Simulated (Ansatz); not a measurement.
**AlHOF2 + H2S: a complex and its separated parts**

The complex below is one end of an elementary step. How strongly is it bound against its free parts?

The runs use Ansatz 0.2.0, Gaussian basis; PBE0-D4/def2-TZVP structures, single points in def2-TZVPP, no counterpoise correction.

Levels: SPW92, PBE-D4, BLYP-D4, r2SCAN-D4, B97M-V, PBE0-D4, B3LYP-D4, r2SCAN0-D4, BHLYP-D4, CAM-B3LYP-D4, wB97X-V, wB97M-V, B2PLYP, PBE-QIDH, RPA on PBE, Hartree-Fock, MP2, CCSD, CCSD(T).

Correlated methods freeze the cores. B3LYP uses VWN-RPA correlation. B2PLYP carries no dispersion term here.

### Step 1. Where the work starts

The complex: 8 atoms, charge 0, spin multiplicity 1.

Atoms are counted from 1 here; the program's logs count them from 0.

Bond lengths: Al1–O2 1.696 Å, Al1–F3 1.656 Å, Al1–F4 1.655 Å, Al1–S6 2.482 Å, O2–H7 0.955 Å, H5–S6 1.345 Å, S6–H8 1.345 Å. Angles: O2–Al1–F3 120.5°, O2–Al1–F4 117.0°, O2–Al1–S6 99.6°, F3–Al1–F4 116.5°, F3–Al1–S6 98.7°, F4–Al1–S6 96.4°, Al1–O2–H7 122.6°, Al1–S6–H5 93.2°, Al1–S6–H8 95.7°, H5–S6–H8 92.8°.

Geometry (Å):

```xyz
8
AlF2H3OS
Al   -0.15995    0.72158   -0.36765
O     1.44600    0.67848   -0.91117
F    -1.41338    0.64305   -1.44638
F    -0.45188    1.52862    1.04771
H     0.59359   -1.33062    1.52079
S    -0.33624   -1.56631    0.57813
H     1.67390    0.61108   -1.83593
H    -1.35185   -1.28597    1.41459
```

Its parts: AlHOF2 holds atoms 1, 2, 3, 4, 7; H2S holds atoms 5, 6, 8. Each part counts its atoms afresh in its own runs.

### Step 2. Relaxing AlHOF2 alone

File relax-a/in.yaml:

```yaml
crystal:
  periodic: [false, false, false]
  atoms:
    - {symbol: Al, position_ang: [-0.159949, 0.721577, -0.367646]}
    - {symbol: O, position_ang: [1.445996, 0.678475, -0.911174]}
    - {symbol: F, position_ang: [-1.413375, 0.643049, -1.446377]}
    - {symbol: F, position_ang: [-0.451881, 1.528624, 1.047712]}
    - {symbol: H, position_ang: [1.673905, 0.611078, -1.835925]}
basis:
  gaussian: {orbitals: def2-TZVP}
hamiltonian: {xc: pbe0, dispersion: d4}
relax: {f_tol: 0.005, max_steps: 200}
```

No record of the launch command was kept for these runs.

The runs that follow: Relaxing H2S alone; wB97M-V/def2-TZVPP; CCSD(T)/def2-TZVPP; Vibrations of AlHOF2; Vibrations of H2S.

**Question.** What will these runs give? Wanted: complex less parts, CCSD(T)/def2-TZVPP; with zero-point energy; largest T1 diagnostic.

**Answer**, as computed:

```
                              quantity      value
complex less parts, CCSD(T)/def2-TZVPP  -0.708 eV
                with zero-point energy  -0.630 eV
                 largest T1 diagnostic      0.013
```

In words: At CCSD(T) the complex lies 0.708 eV below its parts. Among the functionals BLYP-D4 lands nearest to CCSD(T) (+0.009 eV) and SPW92 farthest (-0.275 eV). Mean unsigned error by rung: LDA 0.275, GGA 0.046, meta-GGA 0.067, hybrid 0.075, range-separated hybrid 0.056, double hybrid 0.050 eV. PBE-D4 gives a relative energy 0.083 eV too low, outside chemical accuracy (1 kcal/mol, 0.043 eV). No counterpoise was applied, and triple zeta lacks some correlation, so the CCSD(T) reference has a basis error of its own, and close matches with it are partly luck.
